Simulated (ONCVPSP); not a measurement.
# Cl: the cost of one run

Program: ONCVPSP 4.0.1. Reference atom: PBEsol, scalar-relativistic, spherical and spin-unpolarised. All values are calculated.

## (1) Starting point

Typed settings, in words:

```json
{
  "element": "chlorine (Cl, Z = 17)",
  "type": "optimised norm-conserving Vanderbilt (ONCV)",
  "frozen core": "[Ne]",
  "valence charge": "7",
  "reference configuration": "3s2 3p4 (charge +1)",
  "partial waves": "3s: rc 1.35 bohr, ncon 5, nbas 9, qcut 3.7 1/bohr, 1 projector; 3p: rc 1.45 bohr, ncon 4, nbas 9, qcut 5.6 1/bohr, 3 projectors, debl 1.4 Ha",
  "local potential": "polynomial inside 1.30 bohr (lpopt 5, dvloc0 3 Ha)",
  "core correction": "not asked for"
}
```

The outer shells as boxes (Hund's rule for the drawing; the calculation is spin-unpolarised):

```
[Ne] core
3s [↑↓]
3p [↑↓][↑ ][↑ ]
```

An earlier all-electron run gives the scale for the radii.

All-electron outer shells of the reference configuration (PBEsol, scalar-relativistic, ld1.x):

```json
{"shell": "2s", "level (eV)": "-265.00", "outermost node (bohr)": "0.12", "outermost maximum (bohr)": "0.36"}
{"shell": "2p", "level (eV)": "-204.26", "outermost node (bohr)": "–", "outermost maximum (bohr)": "0.30"}
{"shell": "3s", "level (eV)": "-32.01", "outermost node (bohr)": "0.55", "outermost maximum (bohr)": "1.27"}
{"shell": "3p", "level (eV)": "-19.38", "outermost node (bohr)": "0.53", "outermost maximum (bohr)": "1.39"}
```

## (2) Generating the potential

Cl.dat

```
# ATOM AND REFERENCE CONFIGURATION
# atsym  z   nc   nv     iexc    psfile
  Cl 17.00    3    2  -116133      upf
#
#   n    l    f
    1    0    2.00
    2    0    2.00
    2    1    6.00
    3    0    2.00
    3    1    4.00
#
# PSEUDOPOTENTIAL AND OPTIMIZATION
# lmax
    1
#
#   l,   rc,      ep,       ncon, nbas, qcut
    0    1.35    0.00    5    9    3.70
    1    1.45    0.00    4    9    5.60
#
# LOCAL POTENTIAL
# lloc, lpopt,  rc(5),   dvloc0
    4    5    1.30    3.00
#
# VANDERBILT-KLEINMAN-BYLANDER PROJECTORs
# l, nproj, debl
    0    1    1.00
    1    3    1.40
#
# MODEL CORE CHARGE
# icmod, fcfact, rcfact
    0    0.00    0.00
#
# LOG DERIVATIVE ANALYSIS
# epsh1, epsh2, depsh
   -3.00    5.00    0.02
#
# OUTPUT GRID
# rlmax, drl
    6.00    0.01
#
# TEST CONFIGURATIONS
# ncnf
    4
# nvcnf
#   n    l    f
    2
    3    0    2.00
    3    1    5.00
#
    2
    3    0    2.00
    3    1    3.00
#
    2
    3    0    2.00
    3    1    2.00
#
    2
    3    0    2.00
    3    1    4.50
#
```

Launch:

```sh
$ oncvpsp.x < Cl.dat > Cl.out
```

**Question.** How long does this run take on 1 thread of AMD EPYC 9R14, shared host?

About 3.2 s.
